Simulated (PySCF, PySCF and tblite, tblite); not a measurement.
**C₆H₆O₃: a path driven as a shift of bonds, and NMR exchange**

The task here is to estimate one member of a computed series from the others.

Programs: PySCF 2.14.0 with density-fitted response routines of our own, and tblite 0.8.0. All values are computed, except where a source is named. Atoms count from 0 throughout.

## The starting structure

15 atoms, charge 0, multiplicity 1; geometry from: force field or distance geometry start.

Bonds of the start (Å): C0–C1 1.50, C0–H10 1.10, C0–H11 1.10, C0–H9 1.10, C1–C2 1.52, C1–H12 1.11, C1–H13 1.09, C2–C4 1.43, C2–O3 1.23, C4–C5 1.20, C5–C6 1.44, C6–O7 1.22, C6–O8 1.34, O8–H14 0.97.

Set-up of the first run:

What the job is given:

```
{"job": {"xc": "GFN2-xTB", "basis": "xTB", "kind": "relax"}, "charge": 0, "multiplicity": 1}
C     -2.972300     0.488000     0.043800
C     -1.629100    -0.137500    -0.218600
C     -0.484000     0.677800     0.367300
O     -0.628300     1.744900     0.958200
C      0.833300     0.145200     0.171800
C      1.933700    -0.298500    -0.000800
C      3.254800    -0.831200    -0.192200
O      3.488900    -2.023600    -0.266500
O      4.224700     0.093100    -0.273900
H     -3.045700     1.484700    -0.404200
H     -3.172600     0.598000     1.116200
H     -3.779900    -0.131500    -0.379800
H     -1.600700    -1.136700     0.256600
H     -1.462700    -0.248400    -1.290600
H      5.035600    -0.416300    -0.394500
```

Command:

```console
$ OMP_NUM_THREADS=1 python ens_run.py task.json out
```

This one command runs the whole study; its stages follow in the order run.

Among the steps run: GFN2-xTB relaxation, start minimum; Relaxed scan, to the middle; Relaxed scan, from the middle, back; Relaxed scan, from the middle, on; Nudged elastic band, leg 1; Saddle search, leg 1; DFT refinement, start: PBE0-D3(BJ)/def2-SVP; Shieldings, start: PBE0/pcSseg-1; Shieldings, saddle of leg 1: PBE0/pcSseg-1; The path in numbers; Shieldings, start: BP86/pcSseg-1; Single-point energy, saddle of leg 1: BP86/pcSseg-1; Second level: BP86/pcSseg-1 + D3(BJ).

One of the session's tables, all rows but one given; the rest of the session is left out.

Barriers by level (kcal/mol; entropies in cal/(mol K)). Zero-point and thermal terms come from xTB in every row. ΔG‡ leaves symmetry out; the rate counts one path; effective ΔG‡, where given, is the barrier that would give that rate by Eyring's equation alone:

| level | ΔE‡ | with zero-point | ΔH‡ | ΔG‡ (298 K) | k at 298 K (1/s) |
| --- | --- | --- | --- | --- | --- |
| GFN2-xTB | 34.59 | 31.55 | 31.40 | 31.65 | 3.9e-11 |
| PBE0-D3(BJ)/def2-SVP | ? | ? | ? | ? | ? |
| PBE0/pcSseg-1 + D3(BJ) | 33.81 | 30.78 | 30.63 | 30.87 | 1.5e-10 |
| BP86/pcSseg-1 + D3(BJ) | 29.45 | 26.41 | 26.26 | 26.51 | 2.3e-07 |

Q: Estimate the row for PBE0-D3(BJ)/def2-SVP from the others.

**Answer.** ΔE‡: 33.96; with zero-point: 30.93; ΔH‡: 30.78; ΔG‡ (298 K): 31.02; k at 298 K (1/s): 1.1e-10. In the column «ΔE‡» it lies between PBE0/pcSseg-1 + D3(BJ) (33.81) and GFN2-xTB (34.59).

Caveats from the session: The moving atom is hydrogen and the barrier is narrow, so tunnelling, which is left out, should speed the exchange.
